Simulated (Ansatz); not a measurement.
# C₂H₁₀Si₂: how energies converge with the basis set

Aim: see how fast density functionals converge with the basis set for C₂H₁₀Si₂.

Method: one geometry, several basis sets; program: Ansatz 0.2.0, Gaussian basis.

Levels to be run: PBE0-D4/def2-SVP; ωB97M-V/def2-SVP; PBE0-D4/def2-QZVPP; ωB97M-V/def2-QZVPP; the functionals' def2-TZVPP values are taken from earlier runs.

## 1. The geometry

All runs share one geometry, relaxed beforehand with PBE0-D4 in a triple-zeta def2 set.

SMILES `C[SiH](C)[SiH3]`, 14 atoms, charge 0, spin multiplicity 1.

Atoms are counted from 1 here; the program's logs count them from 0.

Bond lengths: C1–Si2 1.877 Å, C1–H5 1.092 Å, C1–H6 1.093 Å, C1–H7 1.093 Å, Si2–C3 1.877 Å, Si2–Si4 2.344 Å, Si2–H8 1.494 Å, C3–H9 1.093 Å, C3–H10 1.092 Å, C3–H11 1.093 Å, Si4–H12 1.490 Å, Si4–H13 1.491 Å, Si4–H14 1.490 Å. Angles: Si2–C1–H5 111.2°, Si2–C1–H6 110.6°, Si2–C1–H7 110.9°, H5–C1–H6 108.0°, H5–C1–H7 108.0°, H6–C1–H7 108.0°, C1–Si2–C3 110.8°, C1–Si2–Si4 110.1°, C1–Si2–H8 109.0°, C3–Si2–Si4 110.2°, C3–Si2–H8 109.0°, Si4–Si2–H8 107.7°, Si2–C3–H9 110.6°, Si2–C3–H10 111.2°, Si2–C3–H11 110.9°, H9–C3–H10 108.0°, H9–C3–H11 108.0°, H10–C3–H11 108.0° and more.

Geometry (Å):

```
atom    x (Å)    y (Å)    z (Å)
  C1  -0.7238   1.1473  -1.2769
 Si2  -0.3963   0.2304   0.3279
  C3   1.1436   0.8925   1.1728
 Si4  -0.1661  -2.0648  -0.0871
  H5  -1.6321   0.7831  -1.7619
  H6  -0.8455   2.2176  -1.0906
  H7   0.1069   1.0181  -1.9752
  H8  -1.5661   0.4128   1.2389
  H9   1.0388   1.9605   1.3815
 H10   1.3265   0.3794   2.1195
 H11   2.0239   0.7567   0.5396
 H12   0.0841  -2.8208   1.1722
 H13   0.9827  -2.3169  -1.0042
 H14  -1.3893  -2.6249  -0.7274
```

## 2. PBE0-D4 in def2-SVP

Contents of in.yaml:

```yaml
crystal:
  periodic: [false, false, false]
  atoms:
    - {symbol: C, position_ang: [-0.723809, 1.147271, -1.276891]}
    - {symbol: Si, position_ang: [-0.396293, 0.230354, 0.327933]}
    - {symbol: C, position_ang: [1.143608, 0.892479, 1.172775]}
    - {symbol: Si, position_ang: [-0.166079, -2.064795, -0.087114]}
    - {symbol: H, position_ang: [-1.632128, 0.783076, -1.761936]}
    - {symbol: H, position_ang: [-0.845546, 2.217579, -1.090609]}
    - {symbol: H, position_ang: [0.106865, 1.018131, -1.975211]}
    - {symbol: H, position_ang: [-1.566097, 0.412761, 1.238859]}
    - {symbol: H, position_ang: [1.038825, 1.960453, 1.381456]}
    - {symbol: H, position_ang: [1.326498, 0.379410, 2.119484]}
    - {symbol: H, position_ang: [2.023906, 0.756687, 0.539554]}
    - {symbol: H, position_ang: [0.084116, -2.820758, 1.172210]}
    - {symbol: H, position_ang: [0.982723, -2.316900, -1.004222]}
    - {symbol: H, position_ang: [-1.389290, -2.624948, -0.727386]}
basis:
  gaussian: {orbitals: def2-SVP}
hamiltonian: {xc: pbe0, dispersion: d4}
output: {orbitals: {seedname: orbitals}}
```

Run with:

```console
$ ansatz run in.yaml --threads 4 --pin off --events-out ev --progress --plain --max-ram 10444MiB
```

Further steps of the session: ωB97M-V in def2-SVP; PBE0-D4 in def2-QZVPP; ωB97M-V in def2-QZVPP.

Before running them: what should the planned runs give, taken together? Wanted: PBE0-D4: double and triple zeta above quadruple; ωB97M-V: double and triple zeta above quadruple.

As calculated:

```
                                       quantity          value
PBE0-D4: double and triple zeta above quadruple  8.64, 0.66 eV
ωB97M-V: double and triple zeta above quadruple  8.86, 0.63 eV
```

**Reading.** PBE0-D4 gains 7.98 eV from double to triple zeta, then 0.66 eV more. Total energies overstate the basis error of differences, where much of it tends to cancel. The LUMO of ωB97M-V is positive and keeps falling with the basis (2.53 to 1.49 eV): an unbound level that the basis holds in place.
